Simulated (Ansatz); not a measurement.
# InH₃+ (doublet): the correlation ladder at scale of all distances = 1.123, def2-SVP

How much of the correlation energy of InH₃+ (doublet) does each wave-function method recover here?

The runs use Ansatz 0.2.0, Gaussian basis; def2-SVP, correlated electrons: outside noble gas.

The runs, in order: UHF; CCSD(T) on ROHF; CCSD(T) on UHF; BCCD(T) on ROHF; CISD; CCSDT(Q) on ROHF; CCSDT(Q) on UHF; CASSCF and MRCISD+Q, 3 electrons in 3 orbitals; CASSCF and NEVPT2, 3 electrons in 3 orbitals; Full CI.

### Step 1. The system

The geometry derives from a PBE0/def2-TZVP stationary point (not a proven minimum). All distances are scaled together. No spin-orbit coupling is included. Elements past krypton take def2 core potentials.

4 atoms, charge 1, spin multiplicity 2.

Atoms are counted from 1 here; the program's logs count them from 0.

Bond lengths: In1–H3 1.874 Å, In1–H4 1.874 Å. Angles: H3–In1–H4 174.7°.

In the tables R marks a restricted open-shell determinant and U an unrestricted one; 'pair' is the active space of 3 electrons in 3 orbitals; correlation energies count from the lowest restricted Hartree-Fock solution.

### Step 2. UHF

File in.yaml:

```yaml
crystal:
  periodic: [false, false, false]
  atoms:
    - {symbol: In, position_ang: [0.000000, -0.021101, 0.000621]}
    - {symbol: H, position_ang: [0.000000, 2.620014, -0.076853]}
    - {symbol: H, position_ang: [0.000000, -0.162038, -1.867806]}
    - {symbol: H, position_ang: [0.000000, -0.054281, 1.873922]}
basis:
  gaussian: {orbitals: def2-SVP}
total_charge: 1
magnetization: {spin_polarized: true, initial_magnetization: 1}
hamiltonian: {xc: hf}
output: {orbitals: {seedname: orbitals}}
```

Command:

```bash
$ ansatz run in.yaml --threads 1 --pin off --events-out ev --progress --plain --max-ram 2393MiB
```

Further steps of the session: CCSD(T) on ROHF; CCSD(T) on UHF; BCCD(T) on ROHF; CISD; CCSDT(Q) on ROHF; CCSDT(Q) on UHF; CASSCF and MRCISD+Q, 3 electrons in 3 orbitals; CASSCF and NEVPT2, 3 electrons in 3 orbitals; Full CI.

Before running them: what should the planned runs give, taken together? Wanted: correlation energy, FCI; RMP2 from FCI; UMP2 from FCI; RCCSD from FCI; RCCSD(T) from FCI; UCCSD(T) from FCI; RCCSDT(Q) from FCI; UCCSDT(Q) from FCI; NEVPT2 pair from FCI.

As calculated:

| quantity | value |
| --- | --- |
| correlation energy, FCI | -1.8978 eV |
| RMP2 from FCI | +53.9 kJ/mol |
| UMP2 from FCI | +53.8 kJ/mol |
| RCCSD from FCI | +3.8 kJ/mol |
| RCCSD(T) from FCI | +1.2 kJ/mol |
| UCCSD(T) from FCI | +1.2 kJ/mol |
| RCCSDT(Q) from FCI | 0.0 kJ/mol |
| UCCSDT(Q) from FCI | 0.0 kJ/mol |
| NEVPT2 pair from FCI | +42.5 kJ/mol |
| MRCISD+Q pair from FCI | -2.5 kJ/mol |
| levels of the table within 1 kcal/mol (43 meV) | RCCSD, UCCSD, RCCSD(T), UCCSD(T), BCCD(T), RCCSDT, UCCSDT, RCCSDT(Q), UCCSDT(Q), MRCISD pair, MRCISD+Q pair |
| T1 diagnostic | 0.018 |
| effectively unpaired electrons | 1.06 |

What this shows: RCCSD(T) lands +1.2 kJ/mol from the yardstick (0.7 % of the correlation energy). MRCISD+Q pair falls below full CI, which methods that aren't variational can do. One determinant dominates. Of the multireference levels listed MRCISD+Q pair comes nearest in total energy (-2.5 kJ/mol), which doesn't show that its space is the better one. These misses are within one basis, not against nature; the frozen cores of restricted and unrestricted runs differ, which can shift their rows.
